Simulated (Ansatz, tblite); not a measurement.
# Ge(NMeEt)Cl3 (C₃H₈Cl₃GeN): a ladder of methods and basis sets

An exercise on one series of results from a longer session: the logs are not shown, and one member is left open.

The runs use Ansatz 0.2.0, Gaussian basis; as each input shows.

Levels to be run: GFN1-xTB, GFN2-xTB, PBE-D4/def2-TZVP, r2SCAN-D4/def2-TZVP, ωB97M-V/def2-TZVP, LC-ωPBE/def2-TZVP, BHLYP-D4/def2-TZVP, PBE-D4/def2-SVP, PBE0-D4/def2-SVP, HF/STO-3G, HF/6-31G, B3LYP-D4/6-31G, PBE0-D4/def2-TZVPD, PBE-D4/def2-TZVPD, CCSD(T)/def2-SVP, MP2/def2-TZVP, RPA/def2-TZVP.

5 further runs of the same task are left out: 3 that didn't finish, 2 set aside as unsound or not needed.

## The structure

The singlet was relaxed beforehand with PBE-D4/def2-SVP.

16 atoms, charge 0, spin multiplicity 1.

Bond lengths: Ge1–N2 1.821 Å, Ge1–Cl14 2.182 Å, Ge1–Cl15 2.160 Å, Ge1–Cl16 2.160 Å, N2–C3 1.457 Å, N2–C4 1.466 Å, C3–H6 1.113 Å, C3–H7 1.115 Å, C3–H8 1.108 Å, C4–C5 1.533 Å, C4–H9 1.115 Å, C4–H10 1.110 Å, C5–H11 1.109 Å, C5–H12 1.109 Å, C5–H13 1.109 Å. Angles: N2–Ge1–Cl14 115.6°, N2–Ge1–Cl15 108.7°, N2–Ge1–Cl16 108.7°, Cl14–Ge1–Cl15 106.6°, Cl14–Ge1–Cl16 107.1°, Cl15–Ge1–Cl16 110.1°, Ge1–N2–C3 118.6°, Ge1–N2–C4 118.4°, C3–N2–C4 116.7°, N2–C3–H6 109.2°, N2–C3–H7 114.2°, N2–C3–H8 110.0°, H6–C3–H7 107.8°, H6–C3–H8 107.4°, H7–C3–H8 108.0°, N2–C4–C5 115.8°, N2–C4–H9 107.0°, N2–C4–H10 107.8° and more.

Geometry (Å):

```mol
C3H8Cl3GeN
  3D, bonds by distance, orders not assigned

 16 15  0  0  0  0  0  0  0  0999 V2000
   -0.1851    0.5519   -1.8617 Ge  0  0
   -0.2651    0.6290   -0.0445 N   0  0
    0.7517    1.3932    0.6662 C   0  0
   -0.8630   -0.4991    0.6755 C   0  0
    0.0791   -1.6685    0.9821 C   0  0
    0.3273    1.7628    1.6260 H   0  0
    1.6753    0.8149    0.9019 H   0  0
    1.0456    2.2793    0.0701 H   0  0
   -1.2874   -0.0933    1.6231 H   0  0
   -1.7313   -0.8579    0.0837 H   0  0
   -0.4642   -2.4690    1.5234 H   0  0
    0.4933   -2.1032    0.0498 H   0  0
    0.9316   -1.3578    1.6191 H   0  0
    1.3362   -0.7808   -2.6816 Cl  0  0
    0.2494    2.5261   -2.6218 Cl  0  0
   -2.0932   -0.1277   -2.6114 Cl  0  0
  1  2  8  0
  1 14  8  0
  1 15  8  0
  1 16  8  0
  2  3  8  0
  2  4  8  0
  3  6  8  0
  3  7  8  0
  3  8  8  0
  4  5  8  0
  4  9  8  0
  4 10  8  0
  5 11  8  0
  5 12  8  0
  5 13  8  0
M  END
```

PBE0-D4/def2-TZVP was run before; its log isn't repeated, and its numbers join the tables.

Set-up of the first run:

Tight binding, by tblite at 300 K electronic temperature and without a spin-polarisation term:

```python
tblite.interface.Calculator('GFN1-xTB', numbers, positions, charge=0, uhf=0).singlepoint()
```

Tight binding, by tblite at 300 K electronic temperature and without a spin-polarisation term:

```python
tblite.interface.Calculator('GFN2-xTB', numbers, positions, charge=0, uhf=0).singlepoint()
```

start.molden holds the orbitals of an earlier run on this state, given as this run's starting guess.

File in.yaml:

```yaml
crystal:
  periodic: [false, false, false]
  atoms:
    - {symbol: Ge, position_ang: [-0.185089, 0.551863, -1.861704]}
    - {symbol: N, position_ang: [-0.265148, 0.628976, -0.044482]}
    - {symbol: C, position_ang: [0.751675, 1.393217, 0.666207]}
    - {symbol: C, position_ang: [-0.862968, -0.499145, 0.675482]}
    - {symbol: C, position_ang: [0.079093, -1.668456, 0.982130]}
    - {symbol: H, position_ang: [0.327261, 1.762829, 1.626023]}
    - {symbol: H, position_ang: [1.675277, 0.814890, 0.901923]}
    - {symbol: H, position_ang: [1.045552, 2.279324, 0.070097]}
    - {symbol: H, position_ang: [-1.287423, -0.093257, 1.623107]}
    - {symbol: H, position_ang: [-1.731284, -0.857851, 0.083684]}
    - {symbol: H, position_ang: [-0.464189, -2.468992, 1.523369]}
    - {symbol: H, position_ang: [0.493332, -2.103215, 0.049840]}
    - {symbol: H, position_ang: [0.931552, -1.357780, 1.619128]}
    - {symbol: Cl, position_ang: [1.336157, -0.780793, -2.681563]}
    - {symbol: Cl, position_ang: [0.249367, 2.526083, -2.621783]}
    - {symbol: Cl, position_ang: [-2.093166, -0.127673, -2.611448]}
basis:
  gaussian: {orbitals: def2-TZVP, initial_orbitals: start.molden}
hamiltonian: {xc: pbe, dispersion: d4}
scf: {omitted_lower_state_checks: [starts]}
output: {orbitals: {seedname: orbitals}}
```

Command:

```sh
$ ansatz run in.yaml --threads 4 --pin off --events-out ev --progress --plain --max-ram 4787MiB
```

Steps of the session up to this table: PBE-D4/def2-TZVP; r2SCAN-D4/def2-TZVP; ωB97M-V/def2-TZVP; LC-ωPBE/def2-TZVP; BHLYP-D4/def2-TZVP; PBE-D4/def2-SVP; PBE0-D4/def2-SVP; HF/STO-3G; HF/6-31G; B3LYP-D4/6-31G; PBE0-D4/def2-TZVPD; PBE-D4/def2-TZVPD; CCSD(T)/def2-SVP; MP2/def2-TZVP; RPA/def2-TZVP.

One of the session's tables, all rows but one given; the rest of the session is left out.

| level | HOMO (eV) | gap (eV) |
| --- | --- | --- |
| HF/STO-3G | -8.72 | 14.03 |
| HF/6-31G | -10.72 | 12.14 |
| PBE-D4/def2-SVP | -5.67 | 3.32 |
| PBE-D4/def2-TZVP | -5.82 | 3.21 |
| PBE-D4/def2-TZVPD | -5.87 | 3.15 |
| r2SCAN-D4/def2-TZVP | -6.09 | 3.69 |
| B3LYP-D4/6-31G | -7.00 | 4.51 |
| PBE0-D4/def2-SVP | -7.07 | 5.66 |
| PBE0-D4/def2-TZVP | -7.16 | 5.52 |
| PBE0-D4/def2-TZVPD | -7.18 | 5.42 |
| BHLYP-D4/def2-TZVP | ? | ? |
| LC-ωPBE/def2-TZVP | -9.87 | 10.52 |
| ωB97M-V/def2-TZVP | -9.44 | 9.85 |

**Question.** Estimate the row for BHLYP-D4/def2-TZVP.

The run gave: HOMO (eV): -8.43; gap (eV): 7.85. In the column «HOMO (eV)» it lies between HF/STO-3G (-8.72) and PBE0-D4/def2-TZVPD (-7.18).
